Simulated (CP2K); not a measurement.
## SnSe2 under changes of volume

One of the cells (25.726 Å³/atom); the others are scaled copies at fixed shape and fractional positions:

```
CELL_PARAMETERS angstrom
3.81100 0.00000 0.00000
-1.90550 3.30042 0.00000
0.00000 0.00000 6.13600
ATOMIC_POSITIONS crystal
Sn 0.00000 0.00000 0.00000
Se 0.66667 0.33333 0.75100
Se 0.33333 0.66667 0.24900
```

| Quantity | Value |
| --- | --- |
| Program | CP2K 2026.2 |
| Functional | PBE |
| Potentials or basis | POTENTIAL_UZH Sn GTH-PBE-q4, Se GTH-PBE-q6; TZVP-MOLOPT-PBE-GTH basis |
| Density cutoff | 8163 eV |
| k mesh | 8 × 8 × 5 |
| Occupations | fermi-dirac, width 0.05 eV |
| Spin | no spin polarisation |

| volume (Å³/atom) | energy over the lowest point (meV/atom) | pressure (GPa) | gap on the mesh (eV) | largest force (eV/Å) |
| --- | --- | --- | --- | --- |
| 24.182 | 137.92 | 12.9 | 0.81 | 1.687 |
| 24.697 | ? | ? | ? | ? |
| 25.212 | 69.02 | 8.7 | 0.78 | 1.204 |
| 25.726 | 44.04 | 6.9 | 0.76 | 0.989 |
| 26.241 | 24.58 | 5.3 | 0.73 | 0.790 |
| 26.755 | 10.05 | 3.8 | 0.71 | 0.605 |
| 27.270 | 0.00 | 2.5 | 0.69 | 0.434 |

Task: What does the run at 24.697 Å³/atom give?

Result: Energy over the lowest point 100.10 meV/atom; pressure 10.7 GPa; gap on the mesh 0.79 eV; largest force 1.437 eV/Å.

Worked out: A Birch-Murnaghan fit of order 3 (a polynomial in V^(-2/3)) to the other rows has no minimum within the range. It gives 100.09 meV/atom at 24.697 Å³/atom, against the run's 100.10, and -dE/dV = 10.7 GPa, against 10.7. A straight line through the other rows of the gap, of slope -1.03 eV per unit of ln V, gives 0.79 eV, against the run's 0.79.

Energies are extrapolated to zero smearing.

Caveats: spin-orbit coupling is left out, which moves the levels of the heavy elements; an odd mesh through Γ misses points on the zone boundary, where band edges often lie; this functional lacks dispersion, which binds the layers, so the pressure and a relaxed spacing across them are unreliable; the basis of atomic orbitals isn't converged, which shifts pressures, moduli and gaps; forces of over 1 eV/Å show positions far from the minimum, so gaps and moduli don't describe the material at rest (some runs).
